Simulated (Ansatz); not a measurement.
# GeH4O2: the cost of one run

All numbers below are computed with Ansatz 0.2.0 (RKS B3LYP/def2-SVP).

## 1. Starting point

Bond lengths: Ge1–O2 1.770 Å, O2–H3 1.010 Å, Ge1–O4 1.770 Å, O4–H5 1.010 Å, Ge1–H6 1.549 Å, Ge1–H7 1.549 Å. Angles: Ge1–O2–H3 109.5°, O2–Ge1–O4 109.4°, O2–Ge1–H6 109.5°, O2–Ge1–H7 109.5°, O4–Ge1–H6 109.5°, O4–Ge1–H7 109.5°, H6–Ge1–H7 109.5°, Ge1–O4–H5 109.5°.

Structure file:

```xyz
7

Ge    0.0000    0.0000    0.0000
O     0.0000    0.0000    1.7700
H    -0.9095   -0.2814    2.1071
O     1.6691    0.0000   -0.5894
H     1.9855   -0.9521   -0.7061
H    -0.7300    1.2648   -0.5162
H    -0.7300   -1.2648   -0.5162
```

## 2. Relaxing the start

input.yaml

```yaml
crystal:
  periodic: [false, false, false]
  atoms:
    - { symbol: Ge, position_ang: [0.0, 0.0, 0.0] }
    - { symbol: O, position_ang: [0.0, 0.0, 1.77] }
    - { symbol: H, position_ang: [-0.9095, -0.2814, 2.1071] }
    - { symbol: O, position_ang: [1.6691, 0.0, -0.5894] }
    - { symbol: H, position_ang: [1.9855, -0.9521, -0.7061] }
    - { symbol: H, position_ang: [-0.73, 1.2648, -0.5162] }
    - { symbol: H, position_ang: [-0.73, -1.2648, -0.5162] }
basis:
  gaussian: { orbitals: def2-SVP }
hamiltonian:
  xc: b3lyp
relax:
  f_tol: 0.02
  max_steps: 40
output:
  orbitals: {}
```

Launch:

```sh
> ansatz run input.yaml --threads 1 --pin off --max-ram 2048MiB --backend cpu --events-out ev --progress --plain --runs-dir out
```

**Question.** How long does this run take on 1 thread of Intel Xeon 6975P-C (Granite Rapids), shared host, and how much memory does it need?

About 33 s, with a peak of 0.17 GiB.
